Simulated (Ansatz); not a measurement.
Working through a single point in a Gaussian basis of C₂H₇BN₂, SMILES C[NH2+][BH2-]C#N

Computed with the Ansatz DFT code, driven from Python.

At the Python prompt:
```pycon
>>> from pathlib import Path
>>> import ansatz
>>> import numpy as np
>>> GEOMETRY = '''
... C    -1.54090   -0.35050   -0.03460
... N    -0.10690   -0.57050    0.16620
... B     0.70430    0.70580   -0.15260
... C     2.21430    0.44580    0.06750
... N     3.34300    0.25120    0.23220
... H    -2.09730   -1.28320    0.20170
... H    -1.91620    0.45290    0.63790
... H    -1.75590   -0.08120   -1.09280
... H     0.20570   -1.34830   -0.46040
... H     0.05530   -0.84760    1.16220
... H     0.36160    1.59820    0.56140
... H     0.53300    1.02720   -1.28870
... '''
>>> geometry = ansatz.Crystal.molecule()
>>> for line in GEOMETRY.strip().splitlines():
...     symbol, *xyz = line.split()
...     geometry = geometry.atom(symbol, [float(v) for v in xyz])
...
>>> model = geometry.calculation().basis(gaussian='def2-SVPD').correlation('mp2').forces().orbitals()
>>> done = model.run(threads=1, pin='off', runs_dir='out')

>>> data = done.report
>>> data['n_occupied'], data['n_virtual']
([14, 14], [137, 137])
>>> data['mean_field']['state']['spin_squared']
-7.105427357601002e-14
>>> print(f'E = {data["free_energy_ev"]:.6f} eV = {data["free_energy_ev"] / 27.211386246:.7f} Ha')
E = -5822.887587 eV = -213.9871719 Ha
>>> print('converged:', data['converged'], ' doubts:', data['published_state_doubts'] or 'none')
converged: True  doubts: none
>>> parts = data['correlation']
>>> for name in ('random_phase', 'coupled_cluster', 'perturbative'):
...     if name in parts:
...         print(f'{name:16s} {parts[name]["energy"]["hartree"]:12.7f} Ha')
...
>>> if 'second_order' in parts:
...     pair = parts['second_order']
...     print(f'MP2 same spin {pair["same_spin"]["hartree"]:.7f} Ha, opposite spin {pair["opposite_spin"]["hartree"]:.7f} Ha')
...
MP2 same spin -0.1769451 Ha, opposite spin -0.5584135 Ha
>>> field = data['mean_field']
>>> print('<S^2> =', round(abs(field['state']['spin_squared']), 4), ' relativity:', field['relativity'])
<S^2> = 0.0  relativity: none
>>> print('passes:', field['passes'])
passes: {'evaluations': 13, 'products': 51}
>>> if 'symmetry' in field:
...     print('occupied orbitals by irrep:', field['symmetry']['occupied'])
...
occupied orbitals by irrep: [{'A': 19}, {'A': 19}]
>>> symbols = [site.symbol for site in geometry.cartesian_sites]
>>> forces = np.array(data['forces_ev_ang'])
>>> print('largest force', round(float(np.linalg.norm(forces, axis=1).max()), 4), 'eV/A, rms', round(float(np.sqrt((forces ** 2).mean())), 4))
largest force 2.9103 eV/A, rms 0.7933
>>> charges = data['charge_distribution']
>>> print('dipole moment', round(4.803205 * float(np.linalg.norm(charges['dipole_moment_e_ang'])), 3), 'D')
dipole moment 8.124 D
>>> print('Mulliken:', [(s, round(q, 3)) for s, q in zip(symbols, charges['mulliken_charges_e'])])
Mulliken: [('C', 0.572), ('N', -1.328), ('B', -0.23), ('C', -0.006), ('N', -0.279), ('H', -0.056), ('H', 0.082), ('H', 0.082), ('H', 0.443), ('H', 0.442), ('H', 0.14), ('H', 0.14)]
>>> lines = Path(data['orbitals_path']).read_text().splitlines()
>>> field_of = lambda key: [line.split('=')[1].strip() for line in lines if line.startswith(key)]
>>> orbitals = [(27.211386 * float(e), s, float(n)) for e, s, n in zip(field_of('Ene='), field_of('Spin='), field_of('Occup='))]
>>> homo = max(e for e, _, n in orbitals if n > 0.5)
>>> lumo = min(e for e, _, n in orbitals if n < 0.5)
>>> print(f'HOMO {homo:.3f} eV, LUMO {lumo:.3f} eV, gap {lumo - homo:.3f} eV')
HOMO -11.005 eV, LUMO 1.569 eV, gap 12.574 eV
```

Reading the output:
- Total energies depend on the basis set; only differences at equal settings carry meaning.
- The geometry is a force-field or estimated start, not a minimum of this method, and the basis set is short of its limit.
- Levels such as HOMO and LUMO are orbital energies: in Hartree-Fock the gap is too wide and the LUMO hangs on the basis.
- Mulliken charges are unreliable in a basis with diffuse functions.
- S² is that of the Hartree-Fock reference.
- Finished in 7.6 s on 1 thread of Intel(R) Xeon(R) 6975P-C (Granite Rapids) (shared host), peak memory 0.6 GiB.

(Lines on the test bed's own set-up are left out of the output.)
